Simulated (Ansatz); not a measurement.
# CH8N2Si2: a ladder of functionals and wavefunction methods

An exercise on one series of results from a longer session: the logs are not shown, and one member is left open.

Computed with Ansatz 0.2.0, Gaussian basis. Level: functionals in def2-TZVPP, the program's frozen cores in correlated methods.

Levels to be run: LDA (SPW92), PBE-D4, revPBE-D4, BLYP-D4, r2SCAN-D4, B97M-V, PBE0-D4, B3LYP-D4, r2SCANh-D4, r2SCAN0-D4, HSE06-D4, BHLYP-D4, CAM-B3LYP-D4, LC-ωPBE, ωB97X-V, ωB97M-V, B2PLYP, PBE-QIDH; CCSD(T)/def2-SVP; CCSD(T)/def2-TZVPP; MP2/def2-QZVPP; extrapolation to the limit; RPA on PBE.

## The geometry

The geometry comes from an earlier relaxation with PBE0-D4 in a triple-zeta def2 set; it is a stationary point, not always the lowest conformer.

SMILES `N[SiH2]N1C[SiH2]1`, 13 atoms, charge 0, spin multiplicity 1.

Atoms are counted from 1 here; the program's logs count them from 0.

Bond lengths: N1–Si2 1.711 Å, N1–H6 1.006 Å, N1–H7 1.006 Å, Si2–N3 1.711 Å, Si2–H8 1.490 Å, Si2–H9 1.485 Å, N3–C4 1.491 Å, N3–Si5 1.698 Å, C4–Si5 1.831 Å, C4–H10 1.089 Å, C4–H11 1.091 Å, Si5–H12 1.481 Å, Si5–H13 1.481 Å. Angles: Si2–N1–H6 120.8°, Si2–N1–H7 122.4°, H6–N1–H7 111.9°, N1–Si2–N3 116.1°, N1–Si2–H8 104.0°, N1–Si2–H9 110.2°, N3–Si2–H8 110.7°, N3–Si2–H9 104.3°, H8–Si2–H9 111.8°, Si2–N3–C4 130.9°, Si2–N3–Si5 153.5°, C4–N3–Si5 69.7°, N3–C4–Si5 60.5°, N3–C4–H10 115.2°, N3–C4–H11 115.8°, Si5–C4–H10 121.4°, Si5–C4–H11 120.1°, H10–C4–H11 113.1° and more.

Coordinates:

| atom | x (Å) | y (Å) | z (Å) |
| --- | --- | --- | --- |
| N1 | -2.20772 | -1.07364 | 0.08327 |
| Si2 | -0.75942 | -0.68101 | 0.90440 |
| N3 | 0.31054 | 0.36941 | 0.08113 |
| C4 | 1.14527 | 0.15515 | -1.13509 |
| Si5 | 1.55560 | 1.52189 | 0.01217 |
| H6 | -2.27362 | -1.90645 | -0.47651 |
| H7 | -2.86939 | -0.37344 | -0.20759 |
| H8 | -0.11513 | -2.00198 | 1.14934 |
| H9 | -1.06529 | 0.02674 | 2.17384 |
| H10 | 0.64137 | 0.34092 | -2.08257 |
| H11 | 1.74963 | -0.75281 | -1.14316 |
| H12 | 1.20023 | 2.92928 | -0.27999 |
| H13 | 2.70834 | 1.41125 | 0.93555 |

The first run:

File in.yaml:

```yaml
crystal:
  periodic: [false, false, false]
  atoms:
    - {symbol: N, position_ang: [-2.207722, -1.073640, 0.083273]}
    - {symbol: Si, position_ang: [-0.759418, -0.681013, 0.904400]}
    - {symbol: N, position_ang: [0.310543, 0.369407, 0.081132]}
    - {symbol: C, position_ang: [1.145266, 0.155148, -1.135089]}
    - {symbol: Si, position_ang: [1.555595, 1.521893, 0.012165]}
    - {symbol: H, position_ang: [-2.273623, -1.906448, -0.476513]}
    - {symbol: H, position_ang: [-2.869394, -0.373437, -0.207592]}
    - {symbol: H, position_ang: [-0.115134, -2.001984, 1.149338]}
    - {symbol: H, position_ang: [-1.065289, 0.026740, 2.173842]}
    - {symbol: H, position_ang: [0.641373, 0.340919, -2.082565]}
    - {symbol: H, position_ang: [1.749632, -0.752809, -1.143156]}
    - {symbol: H, position_ang: [1.200234, 2.929277, -0.279990]}
    - {symbol: H, position_ang: [2.708338, 1.411246, 0.935553]}
basis:
  gaussian: {orbitals: def2-TZVPP}
hamiltonian: {xc: lda}
output: {orbitals: {seedname: orbitals}}
```

Command:

```bash
ansatz run in.yaml --threads 4 --pin off --events-out ev --progress --plain --max-ram 10444MiB
```

Among the steps run: LDA; PBE-D4 (GGA); revPBE-D4 (GGA); BLYP-D4 (GGA); r2SCAN-D4 (meta-GGA); B97M-V (meta-GGA); PBE0-D4 (hybrid); B3LYP-D4 (hybrid); r2SCANh-D4 (hybrid); r2SCAN0-D4 (hybrid); HSE06-D4 (hybrid); BHLYP-D4 (hybrid); CAM-B3LYP-D4 (range-separated); LC-ωPBE (range-separated); ωB97X-V (range-separated); ωB97M-V (range-separated); B2PLYP (double hybrid); PBE-QIDH (double hybrid).

One table of the session follows, with a row left open; its other results are not shown here.

It belongs to the step «Frontier levels by functional». 

| functional | HOMO (eV) | gap (eV) |
| --- | --- | --- |
| LDA (SPW92) | -5.72 | 4.55 |
| PBE-D4 | -5.59 | 4.63 |
| revPBE-D4 | -5.54 | 4.66 |
| BLYP-D4 | -5.45 | 4.60 |
| r2SCAN-D4 | -5.84 | 5.18 |
| B97M-V | -5.99 | 5.15 |
| PBE0-D4 | -6.89 | 6.75 |
| B3LYP-D4 | ? | ? |
| r2SCANh-D4 | -6.33 | 5.96 |
| r2SCAN0-D4 | -7.07 | 7.12 |
| HSE06-D4 | -6.49 | 5.98 |
| BHLYP-D4 | -8.08 | 8.78 |
| CAM-B3LYP-D4 | -8.23 | 9.07 |
| LC-ωPBE | -9.60 | 11.59 |
| ωB97X-V | -9.25 | 11.10 |
| ωB97M-V | -9.17 | 10.72 |

Estimate the missing values for B3LYP-D4.

Worked estimate for «HOMO (eV)». Against the share of exact exchange, BLYP-D4 (0, -5.45), BHLYP-D4 (0.5, -8.08) give a slope of -5.26 per unit share; at 0.2 the line stands at -6.50.

**Answer.** HOMO (eV): -6.65; gap (eV): 6.29. In «HOMO (eV)» the line misses by +0.15.
